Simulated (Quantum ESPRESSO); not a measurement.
A run of Quantum ESPRESSO 7.5:

pw.in

```
&CONTROL
  calculation = 'vc-relax'
  prefix = 'pwscf'
  outdir = './tmp'
  pseudo_dir = './pseudo'
  tprnfor = .true.
  tstress = .true.
  disk_io = 'low'
  nstep = 40
  forc_conv_thr = 0.0004
  etot_conv_thr = 1d-05
/
&SYSTEM
  ibrav = 0
  nat = 12
  ntyp = 2
  ecutwfc = 45
  ecutrho = 360
  nbnd = 100
  occupations = 'smearing'
  smearing = 'mp'
  degauss = 0.00367493
/
&ELECTRONS
  conv_thr = 2.4d-09
  electron_maxstep = 120
  mixing_beta = 0.5
/
&IONS
  ion_dynamics = 'bfgs'
/
&CELL
  cell_dynamics = 'bfgs'
  press = 0
  press_conv_thr = 0.3
/
ATOMIC_SPECIES
Si    28.0850 si_lda_v1.uspp.F.UPF
Ni    58.6934 ni_lda_v1.4.uspp.F.UPF
CELL_PARAMETERS angstrom
   4.9900000000    0.0000000000    0.0000000000
   0.0000000000    3.7200000000    0.0000000000
   0.0000000000    0.0000000000    7.0300000000
ATOMIC_POSITIONS crystal
Si     0.2860000000    0.7500000000    0.6140000000
Si     0.7140000000    0.2500000000    0.3860000000
Si     0.2140000000    0.2500000000    0.1140000000
Si     0.7860000000    0.7500000000    0.8860000000
Ni     0.9580000000    0.7500000000    0.2030000000
Ni     0.0420000000    0.2500000000    0.7970000000
Ni     0.5420000000    0.2500000000    0.7030000000
Ni     0.4580000000    0.7500000000    0.2970000000
Ni     0.8250000000    0.7500000000    0.5630000000
Ni     0.1750000000    0.2500000000    0.4370000000
Ni     0.6750000000    0.2500000000    0.0630000000
Ni     0.3250000000    0.7500000000    0.9370000000
K_POINTS automatic
8 10 6 0 0 0
```

Potentials or basis: GBRV 1.5 LDA.

Launch:

```sh
$ OMP_NUM_THREADS=1 mpirun -n 4 pw.x -nk 4 -in pw.in > pw.out
```

Hardware: 4 MPI ranks on AMD EPYC 7R43 64-Core Processor (Zen 3) (shared host).

**Question.** How long does it take, and how much memory?

**Answer.** Wall time 69 min on 4 MPI ranks on AMD EPYC 7R43 64-Core Processor (Zen 3), with other jobs on the host, peak memory 1.6 GiB a rank. Counts: scf iterations 139, k pools 4, bands 100, ion steps 14, k points 120, g dense 101619.
